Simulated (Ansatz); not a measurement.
**CH₂Cl₂GaN: how energies converge with the basis set**

An exercise on one series of results from a longer session: the logs are not shown, and one member is left open.

Program: Ansatz 0.2.0, Gaussian basis. Level of theory: one geometry, several basis sets. These are calculated values, not measurements.

Plan: PBE0-D4/def2-SVP; ωB97M-V/def2-SVP; PBE0-D4/def2-QZVPP; ωB97M-V/def2-QZVPP; the functionals' def2-TZVPP values are taken from earlier runs.

## Structure used throughout

An earlier PBE0-D4 in a triple-zeta def2 set relaxation fixed the geometry.

7 atoms, charge 0, spin multiplicity 1.

Atoms are counted from 1 here; the program's logs count them from 0.

Bond lengths: C1–N2 1.263 Å, C1–H6 1.098 Å, C1–H7 1.100 Å, N2–Ga3 1.861 Å, Ga3–Cl4 2.116 Å, Ga3–Cl5 2.139 Å. Angles: N2–C1–H6 119.0°, N2–C1–H7 125.7°, H6–C1–H7 115.3°, C1–N2–Ga3 117.5°, N2–Ga3–Cl4 121.4°, N2–Ga3–Cl5 120.8°, Cl4–Ga3–Cl5 117.8°.

Set-up of the first run:

in.yaml

```yaml
crystal:
  periodic: [false, false, false]
  atoms:
    - {symbol: C, position_ang: [0.233307, 0.416523, 1.363907]}
    - {symbol: N, position_ang: [-0.343920, -0.536434, 0.769283]}
    - {symbol: Ga, position_ang: [-0.310100, -0.533939, -1.091294]}
    - {symbol: Cl, position_ang: [-1.239130, -2.069521, -2.212307]}
    - {symbol: Cl, position_ang: [0.674448, 1.030392, -2.168506]}
    - {symbol: H, position_ang: [0.228441, 0.439670, 2.461355]}
    - {symbol: H, position_ang: [0.756954, 1.253310, 0.877563]}
basis:
  gaussian: {orbitals: def2-SVP}
hamiltonian: {xc: pbe0, dispersion: d4}
output: {orbitals: {seedname: orbitals}}
```

The run is started by

```console
> ansatz run in.yaml --threads 4 --pin off --events-out ev --progress --plain --max-ram 10444MiB
```

Among the steps run: PBE0-D4 in def2-SVP; ωB97M-V in def2-SVP; PBE0-D4 in def2-QZVPP; ωB97M-V in def2-QZVPP.

One of the session's tables, all rows but one given; the rest of the session is left out.

It belongs to the step «Functionals by basis». 

| functional | basis | HOMO (eV) | LUMO (eV) |
| --- | --- | --- | --- |
| PBE0-D4 | def2-SVP | -7.41 | -1.83 |
| PBE0-D4 | def2-TZVPP | -7.53 | -1.95 |
| PBE0-D4 | def2-QZVPP | -7.57 | -1.99 |
| ωB97M-V | def2-SVP | -9.64 | 0.20 |
| ωB97M-V | def2-TZVPP | -9.78 | 0.03 |
| ωB97M-V | def2-QZVPP | ? | ? |

**Question.** Estimate the row for ωB97M-V, def2-QZVPP.

As computed: HOMO (eV): -9.83; LUMO (eV): -0.04. In the column «HOMO (eV)» it is the lowest.
